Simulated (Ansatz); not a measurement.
**C₃H₅BrSi: a ladder of functionals and wavefunction methods**

One table from this session's results is given with a row withheld; the runs are named, their logs left out.

Program: Ansatz 0.2.0, Gaussian basis. Level of theory: functionals in def2-TZVPP, the program's frozen cores in correlated methods. These are calculated values, not measurements.

Plan: LDA (SPW92), PBE-D4, revPBE-D4, BLYP-D4, r2SCAN-D4, B97M-V, PBE0-D4, B3LYP-D4, r2SCANh-D4, r2SCAN0-D4, HSE06-D4, BHLYP-D4, CAM-B3LYP-D4, LC-ωPBE, ωB97X-V, ωB97M-V, B2PLYP, PBE-QIDH; CCSD(T)/def2-SVP; CCSD(T)/def2-TZVPP; MP2/def2-QZVPP; extrapolation to the limit; RPA on PBE.

## Structure used throughout

All runs share one geometry, relaxed beforehand with PBE0-D4 in a triple-zeta def2 set.

10 atoms, charge 0, spin multiplicity 1.

Atoms are counted from 1 here; the program's logs count them from 0.

Bond lengths: C1–C2 1.321 Å, C1–H6 1.084 Å, C1–H7 1.088 Å, C2–Si3 1.823 Å, C2–C4 1.493 Å, Si3–C4 1.870 Å, Si3–H8 1.480 Å, Si3–H9 1.477 Å, C4–Br5 1.930 Å, C4–H10 1.088 Å. Angles: C2–C1–H6 121.5°, C2–C1–H7 121.3°, H6–C1–H7 117.2°, C1–C2–Si3 154.0°, C1–C2–C4 136.1°, Si3–C2–C4 67.8°, C2–Si3–C4 47.7°, C2–Si3–H8 122.1°, C2–Si3–H9 118.1°, C4–Si3–H8 118.5°, C4–Si3–H9 119.3°, H8–Si3–H9 114.9°, C2–C4–Si3 64.5°, C2–C4–Br5 119.1°, C2–C4–H10 115.6°, Si3–C4–Br5 125.7°, Si3–C4–H10 116.9°, Br5–C4–H10 108.8°.

Set-up of the first run:

The input, in.yaml:

```yaml
crystal:
  periodic: [false, false, false]
  atoms:
    - {symbol: C, position_ang: [0.054211, 1.744991, 0.252176]}
    - {symbol: C, position_ang: [0.176765, 0.432722, 0.168308]}
    - {symbol: Si, position_ang: [0.085517, -1.266378, 0.823660]}
    - {symbol: C, position_ang: [0.093927, -0.587261, -0.918414]}
    - {symbol: Br, position_ang: [-1.414421, -0.557295, -2.121823]}
    - {symbol: H, position_ang: [0.094983, 2.257895, 1.206781]}
    - {symbol: H, position_ang: [-0.105417, 2.355442, -0.633709]}
    - {symbol: H, position_ang: [1.284211, -1.987836, 1.305734]}
    - {symbol: H, position_ang: [-1.189690, -1.713678, 1.418906]}
    - {symbol: H, position_ang: [1.003113, -0.729804, -1.498618]}
basis:
  gaussian: {orbitals: def2-TZVPP}
hamiltonian: {xc: lda}
output: {orbitals: {seedname: orbitals}}
```

Launch:

```sh
$ ansatz run in.yaml --threads 4 --pin off --events-out ev --progress --plain --max-ram 10444MiB
```

Among the steps run: LDA; PBE-D4 (GGA); revPBE-D4 (GGA); BLYP-D4 (GGA); r2SCAN-D4 (meta-GGA); B97M-V (meta-GGA); PBE0-D4 (hybrid); B3LYP-D4 (hybrid); r2SCANh-D4 (hybrid); r2SCAN0-D4 (hybrid); HSE06-D4 (hybrid); BHLYP-D4 (hybrid); CAM-B3LYP-D4 (range-separated); LC-ωPBE (range-separated); ωB97X-V (range-separated); ωB97M-V (range-separated); B2PLYP (double hybrid); PBE-QIDH (double hybrid).

One of the session's tables, all rows but one given; the rest of the session is left out.

It belongs to the step «Orbital energies across the functionals». 

| functional | HOMO (eV) | LUMO (eV) | gap (eV) |
| --- | --- | --- | --- |
| LDA (SPW92) | -6.12 | -2.66 | 3.46 |
| PBE-D4 | -5.97 | -2.44 | 3.53 |
| revPBE-D4 | -5.92 | -2.36 | 3.55 |
| BLYP-D4 | -5.81 | -2.25 | 3.55 |
| r2SCAN-D4 | ? | ? | ? |
| B97M-V | -6.29 | -2.23 | 4.06 |
| PBE0-D4 | -7.12 | -1.51 | 5.61 |
| B3LYP-D4 | -6.89 | -1.68 | 5.22 |
| r2SCANh-D4 | -6.63 | -1.95 | 4.68 |
| r2SCAN0-D4 | -7.27 | -1.44 | 5.84 |
| HSE06-D4 | -6.72 | -1.89 | 4.83 |
| BHLYP-D4 | -8.14 | -0.41 | 7.73 |
| CAM-B3LYP-D4 | -8.40 | -0.35 | 8.06 |
| LC-ωPBE | -9.74 | 0.74 | 10.48 |
| ωB97X-V | -9.39 | 0.67 | 10.06 |
| ωB97M-V | -9.26 | 0.53 | 9.80 |

**Question.** Estimate the row for r2SCAN-D4.

Worked estimate for «HOMO (eV)». Against the share of exact exchange, r2SCANh-D4 (0.1, -6.63), r2SCAN0-D4 (0.25, -7.27) give a slope of -4.27 per unit share; at 0 the line stands at -6.20.

As computed: HOMO (eV): -6.21; LUMO (eV): -2.29; gap (eV): 3.91. In «HOMO (eV)» the line misses by +0.01.
